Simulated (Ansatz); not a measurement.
# CuRe12: the cost of one run

Program: Ansatz 0.2.0. Level of theory: DFT PBEsol, plane waves, PAW, scalar-relativistic, no spin polarisation. These are calculated values, not measurements.

## Step 1: The starting structure

The cell holds 13 atoms (CuRe12): a = 5.520 Å, b = 8.280 Å, c = 4.457 Å, α = 90.00°, β = 90.00°, γ = 120.00°.

Coordinates:

```
CELL_PARAMETERS angstrom
5.52000 0.00000 0.00000
-4.14000 7.17069 0.00000
0.00000 0.00000 4.45740
ATOMIC_POSITIONS crystal
Re 0.00000 0.00000 0.00000
Re 0.16667 0.22222 0.50000
Re 0.00000 0.33333 0.00000
Re 0.16667 0.55556 0.50000
Re 0.00000 0.66667 0.00000
Re 0.16667 0.88889 0.50000
Re 0.50000 0.00000 0.00000
Re 0.66667 0.22222 0.50000
Re 0.50000 0.33333 0.00000
Re 0.66667 0.55556 0.50000
Re 0.50000 0.66667 0.00000
Re 0.66667 0.88889 0.50000
Cu 0.84324 0.10565 0.74479
```

## Step 2: Preparing the start

input.yaml reads:

```yaml
accuracy: low
crystal:
  lattice:
    - [5.52, 0.0, 0.0]
    - [-4.14, 7.17069, 0.0]
    - [0.0, 0.0, 4.4574]
  atoms:
    - { symbol: Re, position: [0.0, 0.0, 0.0] }
    - { symbol: Re, position: [0.1666667, 0.2222222, 0.5] }
    - { symbol: Re, position: [0.0, 0.3333333, 0.0] }
    - { symbol: Re, position: [0.1666667, 0.5555556, 0.5] }
    - { symbol: Re, position: [0.0, 0.6666667, 0.0] }
    - { symbol: Re, position: [0.1666667, 0.8888889, 0.5] }
    - { symbol: Re, position: [0.5, 0.0, 0.0] }
    - { symbol: Re, position: [0.6666667, 0.2222222, 0.5] }
    - { symbol: Re, position: [0.5, 0.3333333, 0.0] }
    - { symbol: Re, position: [0.6666667, 0.5555556, 0.5] }
    - { symbol: Re, position: [0.5, 0.6666667, 0.0] }
    - { symbol: Re, position: [0.6666667, 0.8888889, 0.5] }
    - { symbol: Cu, position: [0.8432386, 0.1056468, 0.7447895] }
basis:
  ecutwfc: 420.0
kpoints:
  mp_grid: { grid: [3, 2, 3] }
hamiltonian:
  xc: pbesol
scf:
  occupations: { method: fermi_dirac, width: 0.1 }
  lower_state_search: "off"
relax:
  f_tol: 0.08
  max_steps: 25
  adjacent_minimum: "off"
```

Command:

```bash
> ansatz run input.yaml --threads 2 --pin off --max-ram 5120MiB --backend cpu --events-out ev --progress --plain --runs-dir out
```

Q: Estimate wall time and peak memory on 2 threads of AMD EPYC 9R14 (Zen 4), shared host.

About 89 s, with a peak of 0.74 GiB.
